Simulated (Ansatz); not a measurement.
# C7HN: the cost of one run

Program: Ansatz 0.2.0. Level of theory: the levels named in each step. These are calculated values, not measurements.

## Step 1: The system as given

Bond lengths: C1–C2 1.208 Å, C2–C3 1.347 Å, C3–C4 1.220 Å, C4–C5 1.338 Å, C5–C6 1.221 Å, C6–C7 1.352 Å, C7–N8 1.152 Å, C1–H9 1.049 Å. Angles: C1–C2–C3 180.0°, C2–C1–H9 180.0°, C2–C3–C4 180.0°, C3–C4–C5 180.0°, C4–C5–C6 180.0°, C5–C6–C7 180.0°, C6–C7–N8 180.0°.

Structure file:

```xyz
9

C     0.0000    0.0000   -3.8284
C     0.0000    0.0000   -2.6206
C     0.0000    0.0000   -1.2740
C     0.0000    0.0000   -0.0537
C     0.0000    0.0000    1.2839
C     0.0000    0.0000    2.5044
C     0.0000    0.0000    3.8566
N     0.0000    0.0000    5.0086
H     0.0000    0.0000   -4.8769
```

## Step 2: A rough first relaxation, PBE-D4/def2-SVP

This run stands in another session on the same molecule. It ended at:

```xyz
9

C     0.0000    0.0000   -3.8828
C     0.0000    0.0000   -2.6485
C     0.0000    0.0000   -1.2939
C     0.0000    0.0000   -0.0471
C     0.0000    0.0000    1.2990
C     0.0000    0.0000    2.5436
C     0.0000    0.0000    3.9057
N     0.0000    0.0000    5.0887
H     0.0000    0.0000   -4.9648
```

## Step 3: Relaxation, HF/STO-3G

Contents of input.yaml:

```yaml
crystal:
  periodic: [false, false, false]
  atoms:
    - { symbol: C, position_ang: [0.0, 0.0, -3.88277328] }
    - { symbol: C, position_ang: [0.0, 0.0, -2.64846138] }
    - { symbol: C, position_ang: [0.0, 0.0, -1.29390751] }
    - { symbol: C, position_ang: [0.0, 0.0, -0.04710176] }
    - { symbol: C, position_ang: [0.0, 0.0, 1.29897991] }
    - { symbol: C, position_ang: [0.0, 0.0, 2.54364138] }
    - { symbol: C, position_ang: [0.0, 0.0, 3.90571986] }
    - { symbol: "N", position_ang: [0.0, 0.0, 5.08866935] }
    - { symbol: H, position_ang: [0.0, 0.0, -4.96477658] }
basis:
  gaussian: { orbitals: STO-3G }
hamiltonian:
  xc: hf
relax:
  f_tol: 0.002
  max_steps: 150
```

Launch:

```
$ ansatz run input.yaml --threads 4 --pin off --max-ram 10240MiB --backend cpu --events-out ev --progress --plain --runs-dir out
```

**Question.** How long does this run take on 4 threads of AMD EPYC 7R13 (Zen 3), shared host, and how much memory does it need?

About 1.9 s, with a peak of 0.1 GiB.
